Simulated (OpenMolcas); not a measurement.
# Rh²⁺ among point charges: CASSCF and CASPT2 levels and susceptibility

Aim: the splitting of the states of Rh²⁺ in the field of 4 point charges, its lowest levels with spin-orbit coupling and its magnetic susceptibility.

The numbers are computed with OpenMolcas 26.06 (state-averaged CASSCF and CASPT2, spin-orbit coupling by RASSI with atomic mean-field integrals), except any that are marked as measured or tabulated.

### 1 The atom as given

| Item | Value |
| --- | --- |
| Species | Rh²⁺ (rhodium, Z = 45, 43 electrons) |
| Basis | ANO-RCC-VDZP [6s5p3d1f], 43 functions |
| Scalar Hamiltonian | DKH2, point nucleus |
| Inactive shells | 1s 2s 2p 3s 3p 3d 4s 4p |
| Active space | 7 electrons in 5 orbitals (4d) |
| Some configurations of this space | 4d7 |
| Orbitals | optimised for each spin and parity, averaged over all roots |

Outer shells as boxes (Hund's rule):

4d7
```
4d [↑↓][↑↓][↑ ][↑ ][↑ ]
```

The ion sits among 4 point charges of -2.5 e arranged as a tetrahedron (Td), 1.9 Å from the ion.

The work runs as a chain of OpenMolcas steps in one folder; each step below is one input file. Labels, J, g values, rates, χT and fits are worked out afterwards by a script from the matrices that RASSI stores.

### 2 GATEWAY and SEWARD: basis and integrals

Contents of a.inp:

```
&GATEWAY
Coord
1

Rh 0.0 0.0 0.0
Basis=ANO-RCC-VDZP
Group=NoSym
NoMove
AngMom=0.0 0.0 0.0
AMFI
XField
4 Angstrom 0
1.096966 1.096966 1.096966 -2.500000
1.096966 -1.096966 -1.096966 -2.500000
-1.096966 1.096966 -1.096966 -2.500000
-1.096966 -1.096966 1.096966 -2.500000
&SEWARD
```

Launch:

```bash
> OMP_NUM_THREADS=1 MOLCAS_MEM=1689 MOLCAS_PROJECT=a pymolcas a.inp > a.log
```

### 3 Reference wave functions, quartets, 10 roots

Contents of a.inp:

```
&RASSCF
FileOrb=start.orb
Symmetry=1
Spin=4
nActEl=7 0 0
Inactive=18
Ras2=5
CIRoot=10 10 1
SDav=10
CIMx=300
Iter=120 100
PrWF=0.3
OrbListing=Nothing
MaxOrb=0
>>> COPY $Project.JobIph JOB001
```

start.orb holds the contracted functions of the basis, ordered by shell, or the orbitals of the step before.

### 4 CASSCF: doublets, 40 roots

Contents of a.inp:

```
&RASSCF
FileOrb=start.orb
Symmetry=1
Spin=2
nActEl=7 0 0
Inactive=18
Ras2=5
CIRoot=40 40 1
SDav=40
CIMx=300
Iter=120 100
PrWF=0.3
OrbListing=Nothing
MaxOrb=0
>>> COPY $Project.JobIph JOB002
```

### 5 State interaction with spin-orbit coupling

Contents of a.inp:

```
&RASSI
NrOfJobIphs=2 10 40
1 2 3 4 5 6 7 8 9 10
1 2 3 4 5 6 7 8 9 10 11 12 13 14 15 16 17 18 19 20 21 22 23 24 25 26 27
28 29 30 31 32 33 34 35 36 37 38 39 40
IphNames
JOB001
JOB002
EJob
SpinOrbit
DIPRint=1.0
SOCoupling=1000.0
Subsets=2
Property=9
'ANGMOM' 1 'ANGMOM' 2 'ANGMOM' 3 'MLTPL  1' 1 'MLTPL  1' 2 'MLTPL  1' 3
'AMFI' 1 'AMFI' 2 'AMFI' 3
SOProperty=3
'ANGMOM' 1 'ANGMOM' 2 'ANGMOM' 3
```

### 6 CASPT2: IPEA 0.25, imaginary shift 0.1 (closed shells correlated: 4s 4p)

Contents of a.inp:

```
>>> COPY JOB001 $Project.JobIph
&CASPT2
Multistate=10 1 2 3 4 5 6 7 8 9 10
NoMult
Frozen=14
IPEA=0.25
Imaginary=0.1
MaxIter=60
WThr=0.0 0.3 0.05
PrWF=0.5
NoMix
>>> COPY JOB002 $Project.JobIph
&CASPT2
Multistate=40 1 2 3 4 5 6 7 8 9 10 11 12 13 14 15 16 17 18 19 20 21 22
23 24 25 26 27 28 29 30 31 32 33 34 35 36 37 38 39 40
NoMult
Frozen=14
IPEA=0.25
Imaginary=0.1
MaxIter=60
WThr=0.0 0.3 0.05
PrWF=0.5
NoMix
```

(Steps that only read results are left out.)

Q: Predict the outcome of this session. Wanted: spin-free ground state; first state of the same spin within the active space; lowest level; next level.

As calculated:

| quantity | value |
| --- | --- |
| method | SS-CASPT2, IPEA 0.25, imaginary shift 0.1 (closed shells correlated: 4s 4p) |
| spin-free ground state | 4A2, 1-fold in its orbital part |
| first state of the same spin within the active space | 4T2 at 2120 cm⁻¹ |
| lowest level | 4-fold Γ8 |
| next level | 1718.3 cm⁻¹ |
| χT at 300 K | 3.99 cm³ K/mol |
| effective moment at 300 K | 5.65 μB |

Cost by method:

| method | time of its own steps | time with the reference |
| --- | --- | --- |
| A. CASSCF | 7.3 s | 7.3 s |
| B. SS-CASPT2, IPEA 0.25, imaginary shift 0.1, +4s 4p | 3.3 s | 11 s |

Times are of one thread on a shared host.

What this shows: The spin-free ground state (4A2) comes to 100 % from free-ion F terms and keeps the highest spin of the shell. χT at 300 K is 3.99, against 1.88 cm³ K/mol for the spin alone, so orbital moment adds to it. CASPT2 does not keep the components of a term degenerate, and the means are used. The field of point charges can differ much from that of real complexes. Point charges carry no covalency, so the field is a model and not that of real ligands.
